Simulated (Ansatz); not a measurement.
# AlNH3 (SMILES [NH2][AlH]) at U-r2SCAN/STO-3G

Aim: the electronic atomisation energy of AlNH3 at U-r2SCAN/STO-3G, from 4 runs. 

Program for the calculation: Ansatz 0.2.0.

52 further runs of the same task are left out: 52 set aside as unsound or not needed.

## Step 1: The structure to begin with

The species is AlNH3 (5 atoms), meant as a doublet with charge 0. As SMILES, `[NH2][AlH]`. Geometry: relaxed at PBE0-D4/def2-TZVP. This is one conformer, not always the lowest.

Bond lengths: N1–Al2 1.774 Å, N1–H3 1.007 Å, N1–H4 1.009 Å, Al2–H5 1.604 Å. Angles: N1–Al2–H5 115.7°, Al2–N1–H3 125.4°, Al2–N1–H4 124.3°, H3–N1–H4 110.2°.

## Step 2: The energy at U-r2SCAN/STO-3G

run.yaml

```yaml
crystal:
  periodic: [false, false, false]
  atoms:
    - {symbol: N, position_ang: [-0.116600, -0.660800, 0.175100]}
    - {symbol: Al, position_ang: [0.836600, 0.833900, 0.120800]}
    - {symbol: H, position_ang: [0.148500, -1.505300, 0.655500]}
    - {symbol: H, position_ang: [-1.010300, -0.782800, -0.277400]}
    - {symbol: H, position_ang: [0.191800, 2.041400, -0.715400]}
basis:
  gaussian:
    orbitals: STO-3G
magnetization:
  spin_polarized: true
  initial_magnetization: 1
hamiltonian:
  xc: {name: r2SCAN}
accuracy: high
```

Command:

```
ansatz run run.yaml --threads 1 --pin off --max-ram 2610MiB --events-out events.jsonl --progress --plain --runs-dir runs
```

What it wrote:

```text
Warning: RAYON_NUM_THREADS=1 ignored (pool sized by the plan → 1); use --threads N
Functional definition: r2SCAN
  name "r2SCAN"
  parameter k0 = 0.174
  parameter k1 = 0.065
  parameter a1 = 4.9479
  exchange = r2scan_x(k0 = k0, k1 = k1, a1 = a1)
  correlation = r2scan_c
288 factors; integrals over basis functions are off by at most 1.1e-8 eV
mean field evaluation 1: about -8030.6047 eV, gradient 1.8e1 eV
mean field evaluation 2: about -8022.3844 eV, gradient 4.2e1 eV
mean field evaluation 4: about -8032.9067 eV, gradient 1.0e0 eV
mean field evaluation 8: about -8032.8788 eV, gradient 8.8e-3 eV
mean field evaluation 16: about -8032.8788 eV, gradient 1.6e-6 eV
mean field -8032.87878474 eV, -295.2028504584 hartree, gradient 2.3e-8 eV, S^2 0.754010; 0 other end points of the search recorded, 0 dependent functions left out
reference -8032.87878565 eV, -295.2028504917 hartree; 12, 11 occupied and 5, 6 virtual orbitals, 288 factors
Total energy: -8032.87878565 eV, -295.2028504917 hartree
```

Run time: 3.9 s. Hardware: 1 thread of Intel Xeon Platinum 8259CL at 2.50GHz (Skylake/Cascade Lake), shared host; peak memory 0.23 GiB.

## Step 3: The Al atom at the same level

molecule.yaml

```yaml
crystal:
  periodic: [false, false, false]
  atoms:
    - {symbol: Al, position_ang: [0.000000, 0.000000, 0.000000]}
basis:
  gaussian: {orbitals: STO-3G}
total_charge: 0
magnetization: {spin_polarized: true, initial_magnetization: 1}
hamiltonian: {xc: {name: r2SCAN}}
accuracy: high
```

Run the same way, it converges to -239.28216 Eh (log not shown).

## Step 4: The H atom

input.yaml

```yaml
crystal:
  periodic: [false, false, false]
  atoms:
    - symbol: H
      position_ang: [0.000000, 0.000000, 0.000000]
basis:
  gaussian:
    orbitals: STO-3G
hamiltonian:
  xc: {name: r2SCAN}
accuracy: high
magnetization:
  spin_polarized: true
  initial_magnetization: 1
```

Run the same way, it converges to -0.46646 Eh (log not shown).

## Step 5: The N atom

in.yaml

```yaml
basis:
  gaussian:
    orbitals: STO-3G
crystal:
  periodic: [false, false, false]
  atoms:
    - symbol: N
      position_ang: [0.000000, 0.000000, 0.000000]
magnetization:
  spin_polarized: true
  initial_magnetization: 3
hamiltonian:
  xc: {name: r2SCAN}
accuracy: high
```

Command:

```
ansatz run in.yaml --threads 1 --pin off --max-ram 2610MiB --events-out events.jsonl --progress --plain --runs-dir runs
```

What it wrote:

```text
Warning: RAYON_NUM_THREADS=1 ignored (pool sized by the plan → 1); use --threads N
[... 7 set-up lines as earlier in the session ...]
15 factors; integrals over basis functions are off by at most 1.1e-9 eV
mean field evaluation 1: about -1466.0659 eV, gradient 1.4e-10 eV
mean field evaluation 2: about -1466.0543 eV, gradient 5.0e-10 eV
mean field -1466.05426095 eV, -53.8765003625 hartree, gradient 0.0e0 eV, S^2 3.750000; 0 other end points of the search recorded, 0 dependent functions left out
reference -1466.05426113 eV, -53.8765003691 hartree; 5, 2 occupied and 0, 3 virtual orbitals, 15 factors
Total energy: -1466.05426113 eV, -53.8765003691 hartree
```

It took 0.94 s on 1 thread of Intel Xeon Platinum 8259CL at 2.50GHz (Skylake/Cascade Lake), shared host; peak memory 0.11 GiB.

## Step 6: Summary of results

At U-r2SCAN/STO-3G:

```
                     quantity          value
       molecule: total energy  -295.20285 Eh
               molecule: ⟨S²⟩          0.754
        Al atom: total energy  -239.28216 Eh
                Al atom: ⟨S²⟩          0.750
         H atom: total energy    -0.46646 Eh
                 H atom: ⟨S²⟩          0.750
         N atom: total energy   -53.87650 Eh
                 N atom: ⟨S²⟩          3.750
electronic atomisation energy      17.546 eV
```

In words: Taking the molecule apart into free atoms costs 17.55 eV (405 kcal/mol), before zero-point energy and without spin-orbit coupling. In a minimal basis such a difference can be off by several eV, whatever the method.
